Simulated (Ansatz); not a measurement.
# CH7FN2SSi: the cost of one run

Method: RKS PBE/def2-SVP, in Ansatz 0.2.0.

## Step 1: The structure to begin with

Bond lengths: N1–C2 1.363 Å, C2–F3 1.356 Å, C2–S4 1.792 Å, C2–N5 1.412 Å, N5–Si6 1.680 Å, N1–H7 1.028 Å, N1–H8 1.017 Å, S4–H9 1.310 Å, N5–H10 0.994 Å, Si6–H11 1.466 Å, Si6–H12 1.484 Å, Si6–H13 1.446 Å. Angles (14 of 19 angles, heavy atoms first): N1–C2–F3 106.1°, N1–C2–S4 110.2°, N1–C2–N5 102.6°, F3–C2–S4 112.7°, F3–C2–N5 112.1°, S4–C2–N5 112.5°, C2–N5–Si6 126.2°, C2–N1–H7 106.9°, C2–N1–H8 107.4°, C2–S4–H9 93.0°, C2–N5–H10 108.5°, Si6–N5–H10 109.6°, N5–Si6–H11 108.2°, N5–Si6–H12 110.5°.

As a file:

```xyz
13

N    -1.4063    1.1284   -0.5122
C    -0.7398   -0.0524   -0.3754
F    -1.5591   -0.8658    0.3365
S    -0.3312   -0.7215   -1.9871
N     0.4055    0.3235    0.3608
Si    1.4598   -0.7154    1.1548
H    -1.5657    1.4942    0.4357
H    -2.3402    0.9137   -0.8514
H    -0.0952    0.4633   -2.4943
H     0.9253    0.9776   -0.1777
H     2.1584   -1.5169    0.1456
H     0.7188   -1.5863    2.1011
H     2.3900    0.1228    1.8786
```

## Step 2: End point A

input.yaml

```yaml
crystal:
  periodic: [false, false, false]
  atoms:
    - { symbol: "N", position_ang: [-1.4063, 1.1284, -0.5122] }
    - { symbol: C, position_ang: [-0.7398, -0.0524, -0.3754] }
    - { symbol: F, position_ang: [-1.5591, -0.8658, 0.3365] }
    - { symbol: S, position_ang: [-0.3312, -0.7215, -1.9871] }
    - { symbol: "N", position_ang: [0.4055, 0.3235, 0.3608] }
    - { symbol: Si, position_ang: [1.4598, -0.7154, 1.1548] }
    - { symbol: H, position_ang: [-1.5657, 1.4942, 0.4357] }
    - { symbol: H, position_ang: [-2.3402, 0.9137, -0.8514] }
    - { symbol: H, position_ang: [-0.0952, 0.4633, -2.4943] }
    - { symbol: H, position_ang: [0.9253, 0.9776, -0.1777] }
    - { symbol: H, position_ang: [2.1584, -1.5169, 0.1456] }
    - { symbol: H, position_ang: [0.7188, -1.5863, 2.1011] }
    - { symbol: H, position_ang: [2.39, 0.1228, 1.8786] }
basis:
  gaussian: { orbitals: def2-SVP }
hamiltonian:
  xc: pbe
relax:
  f_tol: 0.015
  max_steps: 40
output:
  orbitals: {}
```

On the command line:

```
> ansatz run input.yaml --threads 2 --pin off --max-ram 3072MiB --backend cpu --events-out ev --progress --plain --runs-dir out
```

What time and memory should one allow on 2 threads of Arm Neoverse V1, shared host?

About 54 s, with a peak of 0.19 GiB.
